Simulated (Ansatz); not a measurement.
# CH7BOSi: the cost of one run

Computed with Ansatz 0.2.0, driven from Python. Level of theory: CAM-B3LYP/def2-SVP.

## (1) The system

Bond lengths: B1–C2 1.525 Å, C2–O3 1.405 Å, C2–Si4 1.878 Å, B1–H5 1.211 Å, B1–H6 1.227 Å, C2–H7 1.143 Å, O3–H8 1.031 Å, Si4–H9 1.435 Å, Si4–H10 1.529 Å, Si4–H11 1.409 Å. Angles (14 of 16 angles, heavy atoms first): B1–C2–O3 109.0°, B1–C2–Si4 110.3°, O3–C2–Si4 111.1°, B1–C2–H7 107.5°, O3–C2–H7 112.1°, Si4–C2–H7 106.8°, C2–B1–H5 123.0°, C2–B1–H6 123.0°, C2–O3–H8 102.5°, C2–Si4–H9 108.5°, C2–Si4–H10 105.4°, C2–Si4–H11 110.9°, H5–B1–H6 114.0°, H9–Si4–H10 108.1°.

No structure file is read: the coordinates are typed or built in the script.

## (2) Script

File run_torsion.py:

```python
"""Rigid torsion scan of CH7BOSi."""

import ansatz as az
from ase import Atoms

BASIS = "def2-SVP"
XC = "cam_b3lyp"
FMAX = 0.02


def main() -> None:
    atoms = Atoms(["B", "C", "O", "Si", "H", "H", "H", "H", "H", "H", "H"], positions=[
        [-0.5599, 1.394, 0.458],
        [0.1707, 0.0586, 0.5581],
        [-0.5557, -0.7972, 1.4029],
        [0.3856, -0.6967, -1.1474],
        [-0.1684, 2.3094, -0.2307],
        [-1.6193, 1.6204, 1.0343],
        [1.2201, 0.2702, 0.9597],
        [0.1494, -1.5015, 1.6672],
        [1.05, -1.9604, -1.0046],
        [-1.0317, -0.9605, -1.657],
        [1.0247, 0.2067, -2.0197],
    ])

    # start the scan from a relaxed geometry
    first = (
        az.Crystal.molecule_from_ase(atoms).calculation()
        .basis(gaussian=BASIS)
        .functional(XC)
        .relax(force_tolerance=FMAX, max_steps=80)
    )
    atoms.positions = first.run(threads=1).report["positions_ang"]

    start = atoms.get_dihedral(2, 1, 0, 4)
    energies = {}
    for turn in range(0, 360, 40):
        turned = atoms.copy()
        turned.set_dihedral(2, 1, 0, 4, start + turn, indices=[0, 4, 5])
        calculation = (
            az.Crystal.molecule_from_ase(turned).calculation()
            .basis(gaussian=BASIS)
            .functional(XC)
        )
        energies[round((start + turn) % 360)] = calculation.run(threads=1).report["free_energy_ev"]
    floor = min(energies.values())
    print("dihedral O2-C1-B0-H4 (deg)   E - E(min) (kcal/mol)")
    for angle, e in sorted(energies.items()):
        print(f"{angle:8d} {23.060548 * (e - floor):14.3f}  " + "#" * int(30 * (e - floor) / max(max(energies.values()) - floor, 1e-9)))


if __name__ == "__main__":
    main()
```

## (3) The calls as engine input

The package turns the script's settings into the engine's input (first run):

```yaml
crystal:
  periodic: [false, false, false]
  atoms:
    - { symbol: B, position_ang: [-0.5599, 1.394, 0.458] }
    - { symbol: C, position_ang: [0.1707, 0.0586, 0.5581] }
    - { symbol: O, position_ang: [-0.5557, -0.7972, 1.4029] }
    - { symbol: Si, position_ang: [0.3856, -0.6967, -1.1474] }
    - { symbol: H, position_ang: [-0.1684, 2.3094, -0.2307] }
    - { symbol: H, position_ang: [-1.6193, 1.6204, 1.0343] }
    - { symbol: H, position_ang: [1.2201, 0.2702, 0.9597] }
    - { symbol: H, position_ang: [0.1494, -1.5015, 1.6672] }
    - { symbol: H, position_ang: [1.05, -1.9604, -1.0046] }
    - { symbol: H, position_ang: [-1.0317, -0.9605, -1.657] }
    - { symbol: H, position_ang: [1.0247, 0.2067, -2.0197] }
basis:
  gaussian:
    orbitals: def2-SVP
hamiltonian:
  xc: cam_b3lyp
relax:
  f_tol: 0.02
  max_steps: 80
```

## (4) Launch

Run with:

```console
$ python run_torsion.py
```

What time and memory should one allow on 1 thread of Arm Neoverse V1, shared host?

About 75 s, with a peak of 0.29 GiB.
